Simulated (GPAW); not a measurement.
Runs of GPAW 26.7.0 on Mo3Ru3C2. It takes space group P-3m1 (No. 164, trigonal). Conventional cell: a = 2.909 Å, b = 2.909 Å, c = 13.883 Å, α = 90.00°, β = 90.00°, γ = 120.00°. Ru (site symmetry 3m) has 9 Ru at 2.72 to 2.91 Å and 3 Mo at 2.76 Å as nearest neighbours. Ru (site symmetry -3m) has 12 Ru at 2.72 to 2.91 Å as nearest neighbours. Mo (site symmetry 3m) is surrounded by 3 C at 2.09 Å. Mo (site symmetry -3m) has 6 C at 2.17 Å as nearest neighbours. C (site symmetry 3m) is surrounded by 6 Mo at 2.09 to 2.17 Å. The cell comes from a database or a generator and needn't be the stable form of this composition.

```tsv
task	level	potentials or basis	k mesh	cutoff (eV)	maxiter	convergence	band path	band points	mesh quality	gap on the mesh (eV)	pressure (GPa)	largest force (eV/Å)
single point	PBE	GPAW PAW data sets (gpaw-data 1.2.1), pw	6 × 6 × 2	600	120	default	-	-	coarse	none	-2.9	0.15
single point	LDA	the program's PAW data sets (release 1.2.1) made for this functional, pw	6 × 6 × 2	600	120	default	-	-	coarse	none	-17.6	(a)
band structure	PBEsol	PAW data sets generated in the run's folder for this functional, pw	7 × 7 × 2	800	150	-	GMKGALHA,LM,KH	60	not flagged	-	(b)	0.09
single point	PBEsol	PAW data sets generated in the run's folder for this functional, pw	10 × 10 × 2	800	150	-	-	-	not flagged	none	(c)	0.06
```

Alike in all rows: no spin polarisation; cell as given; smearing fermi-dirac 0.05 eV.

Q: Fill in the values left out.

A: (a) 0.07; (b) -11.7; (c) -11.8.

Caveats: some runs use coarse meshes; the cutoff is short for stress and forces, so pressures can be off by a GPa or more (some runs); so large a pressure means that the cell lies far from this level's equilibrium, or that cutoff or potentials fall short (some runs).

A k mesh can miss the band edges, and the runs leave out spin-orbit coupling on Mo, Ru.

A gap of «none» marks a metal or a gap under the smearing width.
